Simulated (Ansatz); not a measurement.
# C4HF5: how energies converge with the basis set

How large a basis does C4HF5 need? Two functionals are run in growing sets.

Method: one geometry, several basis sets; program: Ansatz 0.2.0, Gaussian basis.

The runs, in order: PBE0-D4/def2-SVP; ωB97M-V/def2-SVP; PBE0-D4/def2-QZVPP; ωB97M-V/def2-QZVPP; the functionals' def2-TZVPP values are taken from earlier runs.

### Step 1. Structure used throughout

An earlier PBE0-D4 in a triple-zeta def2 set relaxation fixed the geometry.

SMILES `FC(F)C#CC(F)(F)F`, 10 atoms, charge 0, spin multiplicity 1.

Atoms are counted from 1 here; the program's logs count them from 0.

Bond lengths: F1–C2 1.351 Å, C2–F3 1.351 Å, C2–C4 1.463 Å, C2–H10 1.095 Å, C4–C5 1.196 Å, C5–C6 1.464 Å, C6–F7 1.332 Å, C6–F8 1.334 Å, C6–F9 1.334 Å. Angles: F1–C2–F3 108.1°, F1–C2–C4 110.1°, F1–C2–H10 108.4°, F3–C2–C4 110.1°, F3–C2–H10 108.4°, C4–C2–H10 111.5°, C2–C4–C5 177.8°, C4–C5–C6 179.5°, C5–C6–F7 111.1°, C5–C6–F8 110.9°, C5–C6–F9 110.9°, F7–C6–F8 107.9°, F7–C6–F9 107.9°, F8–C6–F9 107.9°.

### Step 2. PBE0-D4 in def2-SVP

Contents of in.yaml:

```yaml
crystal:
  periodic: [false, false, false]
  atoms:
    - {symbol: F, position_ang: [2.798054, -0.319938, 0.428317]}
    - {symbol: C, position_ang: [1.919363, -0.564679, -0.567899]}
    - {symbol: F, position_ang: [1.959920, -1.885552, -0.847370]}
    - {symbol: C, position_ang: [0.569924, -0.178050, -0.155889]}
    - {symbol: C, position_ang: [-0.534749, 0.167794, 0.145137]}
    - {symbol: C, position_ang: [-1.887090, 0.583164, 0.523041]}
    - {symbol: F, position_ang: [-2.305911, -0.072138, 1.604883]}
    - {symbol: F, position_ang: [-2.751619, 0.342406, -0.463335]}
    - {symbol: F, position_ang: [-1.925771, 1.888533, 0.792916]}
    - {symbol: H, position_ang: [2.241079, -0.012541, -1.456900]}
basis:
  gaussian: {orbitals: def2-SVP}
hamiltonian: {xc: pbe0, dispersion: d4}
output: {orbitals: {seedname: orbitals}}
```

Command:

```bash
> ansatz run in.yaml --threads 8 --pin off --events-out ev --progress --plain --max-ram 20889MiB
```

What it wrote:

```text
Functional definition: PBE0
  name "PBE0"
  cite "Adamo & Barone, J. Chem. Phys. 110, 6158 (1999) doi:10.1063/1.478522"
  cite "Perdew, Burke & Ernzerhof, Phys. Rev. Lett. 77, 3865 (1996) doi:10.1103/PhysRevLett.77.3865"
  parent pbe
  parameter a = 0.25
  parameter kappa = 0.804
  parameter beta = 0.06672455060314922
  exchange = (1 - a)*pbe_x(kappa = kappa, mu = beta*pi^2/3) + a*exact_x
  correlation = pbe_c(beta = beta)
1281 factors; integrals over basis functions are off by at most 1.1e-3 eV
mean field evaluation 1: about -17710.3483 eV, gradient 5.0e1 eV
mean field evaluation 2: about -17709.1922 eV, gradient 5.8e1 eV
mean field evaluation 4: about -17714.6714 eV, gradient 4.5e0 eV
mean field evaluation 8: about -17715.0942 eV, gradient 4.7e-1 eV
mean field evaluation 16: about -17715.0946 eV, gradient 1.3e-4 eV
mean field -17715.09459350 eV, -651.0177185889 hartree, gradient 4.4e-5 eV, S^2 0.000000; 0 other end points of the search recorded, 0 dependent functions left out
reference -17715.09460897 eV, -651.0177191574 hartree; 35, 35 occupied and 96, 96 virtual orbitals, 1281 factors
Total energy: -17715.25581786 eV, -651.0236434748 hartree
```

It took 4.6 s on 8 threads of Intel Xeon at 2.50GHz, shared host.

### Step 3. ωB97M-V in def2-SVP

Changes to in.yaml since step 2:

```diff
@@ -15,3 +15,3 @@
   gaussian: {orbitals: def2-SVP}
-hamiltonian: {xc: pbe0, dispersion: d4}
+hamiltonian: {xc: {name: wB97M-V}}
 output: {orbitals: {seedname: orbitals}}
```

Same command.

What it wrote, cut to the lines that bear on the results:

```text
Functional definition: wB97M-V
  name "wB97M-V"
  cite "Mardirossian & Head-Gordon, J. Chem. Phys. 144, 214110 (2016) doi:10.1063/1.4952647"
  cite "Becke, J. Chem. Phys. 107, 8554 (1997) doi:10.1063/1.475007"
  cite "Vydrov & Van Voorhis, J. Chem. Phys. 133, 244103 (2010) doi:10.1063/1.3521275"
  # Of w^i u^j: cxij and so on, Table III.
[...]
  gx(w, u) = 1 - cx + cx01*u + cx10*w
  gss(w, u) = css00 + css04*u^4 + css10*w + css20*w^2 + css43*w^4*u^3
  gos(w, u) = cos00 + cos10*w + (cos20 + cos21*u)*w^2 + (cos60 + cos61*u)*w^6
[...]
      + integral(e_c_pw_mod_opposite_spin*gos(b97_w_opposite, b97_u_opposite)) + vv10(b, c)
1281 factors; integrals over basis functions are off by at most 1.1e-3 eV
250 factors; integrals over basis functions are off by at most 6.0e-6 eV
[...]
mean field -17728.12107458 eV, -651.4964329388 hartree, gradient 1.8e-5 eV, S^2 0.000000; 0 other end points of the search recorded, 0 dependent functions left out
reference -17728.12110059 eV, -651.4964338947 hartree; 35, 35 occupied and 96, 96 virtual orbitals, 1281 factors
Total energy: -17728.12110059 eV, -651.4964338947 hartree
```

Run time: 9.6 s. Hardware: 8 threads of Intel Xeon at 2.50GHz, shared host.

### Step 4. PBE0-D4 in def2-QZVPP

Changes to in.yaml since step 3:

```diff
@@ -14,4 +14,4 @@
 basis:
-  gaussian: {orbitals: def2-SVP}
-hamiltonian: {xc: {name: wB97M-V}}
+  gaussian: {orbitals: "def2-QZVPP.json"}
+hamiltonian: {xc: pbe0, dispersion: d4}
 output: {orbitals: {seedname: orbitals}}
```

Launched as before.

What it wrote:

```text
Functional definition: PBE0
  name "PBE0"
  cite "Adamo & Barone, J. Chem. Phys. 110, 6158 (1999) doi:10.1063/1.478522"
  cite "Perdew, Burke & Ernzerhof, Phys. Rev. Lett. 77, 3865 (1996) doi:10.1103/PhysRevLett.77.3865"
  parent pbe
  parameter a = 0.25
  parameter kappa = 0.804
  parameter beta = 0.06672455060314922
  exchange = (1 - a)*pbe_x(kappa = kappa, mu = beta*pi^2/3) + a*exact_x
  correlation = pbe_c(beta = beta)
1669 factors; their error is unknown
mean field evaluation 1: about -17731.9114 eV, gradient 5.7e1 eV
mean field evaluation 2: about -17731.0898 eV, gradient 6.3e1 eV
mean field evaluation 4: about -17737.0451 eV, gradient 5.7e0 eV
mean field evaluation 8: about -17737.1152 eV, gradient 7.1e-1 eV
mean field evaluation 16: about -17737.1156 eV, gradient 8.3e-5 eV
mean field -17737.11562610 eV, -651.8269766105 hartree, gradient 8.3e-5 eV, S^2 0.000000; 0 other end points of the search recorded, 0 dependent functions left out
reference -17737.11565721 eV, -651.8269777536 hartree; 35, 35 occupied and 508, 508 virtual orbitals, 1669 factors
Total energy: -17737.27686610 eV, -651.8329020710 hartree
```

Run time: 18 s. Hardware: 8 threads of Intel Xeon at 2.50GHz, shared host; peak memory 2.2 GiB.

### Step 5. ωB97M-V in def2-QZVPP

Changes to in.yaml since step 4:

```diff
@@ -15,3 +15,3 @@
   gaussian: {orbitals: "def2-QZVPP.json"}
-hamiltonian: {xc: pbe0, dispersion: d4}
+hamiltonian: {xc: {name: wB97M-V}}
 output: {orbitals: {seedname: orbitals}}
```

Launched as before.

What it wrote, cut to the lines that bear on the results:

```text
Functional definition: wB97M-V
  name "wB97M-V"
  cite "Mardirossian & Head-Gordon, J. Chem. Phys. 144, 214110 (2016) doi:10.1063/1.4952647"
  cite "Becke, J. Chem. Phys. 107, 8554 (1997) doi:10.1063/1.475007"
  cite "Vydrov & Van Voorhis, J. Chem. Phys. 133, 244103 (2010) doi:10.1063/1.3521275"
  # Of w^i u^j: cxij and so on, Table III.
[...]
  gx(w, u) = 1 - cx + cx01*u + cx10*w
  gss(w, u) = css00 + css04*u^4 + css10*w + css20*w^2 + css43*w^4*u^3
  gos(w, u) = cos00 + cos10*w + (cos20 + cos21*u)*w^2 + (cos60 + cos61*u)*w^6
[...]
      + integral(e_c_pw_mod_opposite_spin*gos(b97_w_opposite, b97_u_opposite)) + vv10(b, c)
1669 factors; their error is unknown
317 factors; integrals over basis functions are off by at most 6.9e-6 eV
[...]
mean field -17750.52988942 eV, -652.3199416950 hartree, gradient 4.3e-5 eV, S^2 0.000000; 0 other end points of the search recorded, 0 dependent functions left out
reference -17750.52993924 eV, -652.3199435258 hartree; 35, 35 occupied and 508, 508 virtual orbitals, 1669 factors
Total energy: -17750.52993924 eV, -652.3199435258 hartree
```

Run time: 33 s. Hardware: 8 threads of Intel Xeon at 2.50GHz, shared host; peak memory 2.6 GiB.

### Step 6. Functionals by basis

The def2-TZVPP values come from earlier runs at the same geometry.

| functional | basis | functions | energy (eV) | from the largest (eV) | HOMO (eV) | LUMO (eV) |
| --- | --- | --- | --- | --- | --- | --- |
| PBE0-D4 | def2-SVP | 131 | -17715.2558 | 22.021 | -9.60 | -0.88 |
| PBE0-D4 | def2-TZVPP | 293 | -17736.3911 | 0.886 | -9.63 | -1.02 |
| PBE0-D4 | def2-QZVPP | 543 | -17737.2769 | 0.000 | -9.65 | -1.07 |
| ωB97M-V | def2-SVP | 131 | -17728.1211 | 22.409 | -11.87 | 1.41 |
| ωB97M-V | def2-TZVPP | 293 | -17749.7060 | 0.824 | -11.92 | 1.20 |
| ωB97M-V | def2-QZVPP | 543 | -17750.5299 | 0.000 | -11.95 | 1.13 |

### Step 7. What came out

| quantity | value |
| --- | --- |
| PBE0-D4: double and triple zeta above quadruple | 22.02, 0.89 eV |
| ωB97M-V: double and triple zeta above quadruple | 22.41, 0.82 eV |

In words: PBE0-D4 gains 21.14 eV from double to triple zeta, then 0.89 eV more. Total energies overstate the basis error of differences, where much of it tends to cancel.

For PBE0-D4 the largest set took about 4 times as long as the smallest (18 s against 4.6 s).
